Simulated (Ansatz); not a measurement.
# Ge2P: the cost of one run

The runs use Ansatz 0.2.0, Gaussian basis; the settings change from run to run.

23 further runs of the same task are left out: 4 for a known fault of the program, 12 that didn't finish, 7 set aside as unsound or not needed. Runs told in other sessions of the task aren't counted.

**1. The system**

The geometry is a PBE0/def2-TZVP stationary point (not a proven minimum). No spin-orbit coupling is included. The filled d shell of Ge may be among the frozen orbitals whatever the setting's name suggests.

3 atoms, charge 0, spin multiplicity 2.

Atoms are counted from 1 here; the program's logs count them from 0.

Bond lengths: Ge1–P2 2.173 Å, P2–Ge3 2.173 Å. Angles: Ge1–P2–Ge3 117.9°.

**2. MP2 on UHF/cc-pVDZ**

Input file in.yaml:

```yaml
crystal:
  periodic: [false, false, false]
  atoms:
    - {symbol: Ge, position_ang: [0.000000, -0.197066, 1.861801]}
    - {symbol: P, position_ang: [0.000000, 0.924323, 0.000000]}
    - {symbol: Ge, position_ang: [0.000000, -0.197066, -1.861801]}
basis:
  gaussian: {orbitals: cc-pVDZ}
magnetization: {spin_polarized: true, initial_magnetization: 1}
correlation: {method: mp2, electrons: outside_noble_gas}
scf: {lower_state_search: full}
output: {forces: true}
```

Run with:

```sh
$ ansatz run in.yaml --threads 1 --pin off --events-out ev --progress --plain --max-ram 2393MiB
```

What time and memory should one allow on 1 thread of Intel Xeon at 2.80GHz, shared host?

About 51 s, with a peak of 0.26 GiB.
